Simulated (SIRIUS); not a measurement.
Something may be wrong with this SIRIUS 7.12.0 calculation of HPbNO4.

Contents of sirius.json:

```json
{
  "control": {
    "processing_unit": "cpu",
    "verbosity": 2,
    "num_bands_to_print": 32,
    "print_forces": true,
    "print_stress": true
  },
  "parameters": {
    "electronic_structure_method": "pseudopotential",
    "xc_functionals": ["XC_GGA_X_PBE", "XC_GGA_C_PBE"],
    "gk_cutoff": 8.0,
    "pw_cutoff": 22.6,
    "ngridk": [2, 2, 2],
    "shiftk": [0, 0, 0],
    "smearing": "gaussian",
    "smearing_width": 0.0073498644,
    "num_bands": 32,
    "num_mag_dims": 1,
    "num_dft_iter": 50,
    "energy_tol": 1e-08,
    "density_tol": 1e-06
  },
  "iterative_solver": {
    "type": "davidson",
    "min_tolerance": 1e-10
  },
  "mixer": {
    "type": "anderson",
    "beta": 0.005,
    "max_history": 8
  },
  "settings": {
    "tol_ne": 1e-10,
    "smooth_initial_mag": true
  },
  "unit_cell": {
    "lattice_vectors": [
      [0.999954924544, 0.000461469397, -0.009483455353],
      [0.044988081123, 1.123693535961, -0.004269888181],
      [0.19652114985, 0.217442824181, 1.523528250376]
    ],
    "lattice_vectors_scale": 7.2891345046,
    "atom_coordinate_units": "lattice",
    "atom_types": ["H", "Pb", "N", "O"],
    "atom_files": {
      "N": "N.json",
      "H": "H.json",
      "O": "O.json",
      "Pb": "Pb.json"
    },
    "atoms": {
      "H": [
        [0.61511, 0.89559, 0.19844, 0.0, 0.0, 0.5]
      ],
      "Pb": [
        [0.64597, 0.44651, 0.91685, 0.0, 0.0, 0.0]
      ],
      "N": [
        [0.71474, 0.2381, 0.50058, 0.0, 0.0, 0.0]
      ],
      "O": [
        [0.16958, 0.47007, 0.77768, 0.0, 0.0, 0.0],
        [0.62919, 0.97045, 0.49845, 0.0, 0.0, 0.0],
        [0.56424, 0.92583, 0.03849, 0.0, 0.0, 0.0],
        [0.78022, 0.4225, 0.31951, 0.0, 0.0, 0.0]
      ]
    }
  }
}
```

Potentials or basis: JTH 2.0 PBE (PAW).

Command:

```console
$ upf_to_json N.GGA_PBE-JTH.UPF
$ upf_to_json H.GGA_PBE-JTH.UPF
$ upf_to_json O.GGA_PBE-JTH.UPF
$ upf_to_json Pb.GGA_PBE-JTH.UPF
$ OMP_NUM_THREADS=4 sirius.scf --input=sirius.json --output=out.json --task=0
```

Output:

```text
[info] SIRIUS version : 7.12.0
[info] number of MPI ranks           : 1
[info] MPI grid                      : 1 1
[info] maximum number of OMP threads : 4
[fft] FFT context for density and potential
[fft] =====================================
[fft]   comm size                             : 1
[fft]   plane wave cutoff                     : 22.6
[fft]   grid size                             : 60 64 90   total : 345600
[fft]   grid limits                           : -29 30   -31 32   -44 45
[fft]   number of G-vectors within the cutoff : 64739
[fft]   local number of G-vectors             : 64739
[fft]   number of G-shells                    : 64739
[fft] FFT context for coarse grid
[fft] =====================================
[fft]   comm size                             : 1
[... 584 lines left out ...]
[diagonalize]            -0.804883   -0.650900   -0.561834   -0.529488   -0.465677   -0.464524   -0.459440   -0.455141   -0.426731   -0.276733   -0.182214   -0.168422   -0.146364   -0.119571   -0.082287    0.003222    0.021160    0.039992    0.044977    0.051357    0.085783    0.101664    0.207813    0.214563    0.340157    0.358806    0.399909    0.456224    0.490775    0.513929    0.518375    0.544879
[find] Charges and magnetic moments
[... 17 lines left out ...]
[find] <mag|B^{XC}>                   :      -0.00000153
[find] <rho|V^{H}>                    :     101.27848232
[find] one-electron contribution      :     -66.07901782 (Ha),    -132.15803564 (Ry)
[find] hartree contribution           :      50.63924116
[find] xc contribution                :     -25.85384457
[find] ewald contribution             :     -85.35096418
[find] PAW contribution               :    -406.50032192
[find] smearing (-TS)                 :      -0.00066466
[find] SCF correction                 :      -0.00004069
[find] Total energy                   :    -533.14494801 (Ha),   -1066.28989603 (Ry)
[find] Free energy (E-TS)             :    -533.14561268 (Ha),   -1066.29122535 (Ry)
[find] band gap (eV)                  :       0.34590010
[find] Efermi                         :       0.11285863
[find] iteration : 28, RMS (target) : 2.0707e-03 (1.0000e-06) , energy difference (target) : 3.4404e-06 (1.0000e-08)
[find] bands are converged : true
[find] iterative solver converged : true
[find] +------------------------------+
[find] | SCF iteration  29 out of  50|
[find] +------------------------------+
[diagonalize] iterative solver tolerance (occupied, empty): 1e-10 1e-10
```

Q: What happened, and what is wrong with the input?

A: The calculation hadn't finished when its time ran out. The input holds a flaw that was put in on purpose: mixing far too weak (mixer.beta = 0.005).
